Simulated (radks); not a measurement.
# Nuclear size and the levels of Ti²⁺

The task here is to estimate one member of a computed series from the others.

Program: radks (a radial shooting solver on a logarithmic mesh, Libxc functionals) version 1. Level of theory: Dirac Kohn-Sham, LDA (Slater exchange, Perdew-Wang correlation), spin-unpolarised, spherical densities, finite nucleus; open shells fill j = l - 1/2 first. These are calculated values, not measurements, unless marked.

## Starting point

```
element            : titanium (Z = 22)
charge             : +2
electrons          : 20
configuration      : [Ar] 3d2
nuclear rms radius : 3.5921 fm
```

Set-up of the first run:

Input:

```text
Z 22
configuration [Ar] 3d2 4s0 4p0
relativity Dirac
functional lda,pw
spin unpolarised
j_filling energy
nucleus finite rms 3.5921 fm
c 137.035999084
```

Steps of the session up to this table: rms radius 3.5921 fm.

One of the session's tables, all rows but one given; the rest of the session is left out.

It belongs to the step «rms radius 3.5921 fm». Radial moments (bohr):

| level | <r> | outermost maximum (interpolated) | 90 % within | nodes |
| --- | --- | --- | --- | --- |
| 3s1/2 | 1.009 | 0.870 | 1.51 | 2 |
| 3p1/2 | 1.079 | 0.897 | 1.66 | 1 |
| 3p3/2 | 1.087 | 0.903 | 1.68 | 1 |
| 3d3/2 | 1.425 | 0.967 | 2.43 | 0 |
| 3d5/2 | ? | ? | ? | ? |
| 4s1/2 | 2.894 | 2.57 | 4.22 | 3 |
| 4p1/2 | 3.396 | 2.99 | 4.99 | 2 |
| 4p3/2 | 3.413 | 3.01 | 5.02 | 2 |

Q: Estimate the row for 3d5/2 from the others.

As computed: <r>: 1.429; outermost maximum (interpolated): 0.969; 90 % within: 2.43; nodes: 0. In the column «<r>» it lies between 3d3/2 (1.425) and 4s1/2 (2.894).
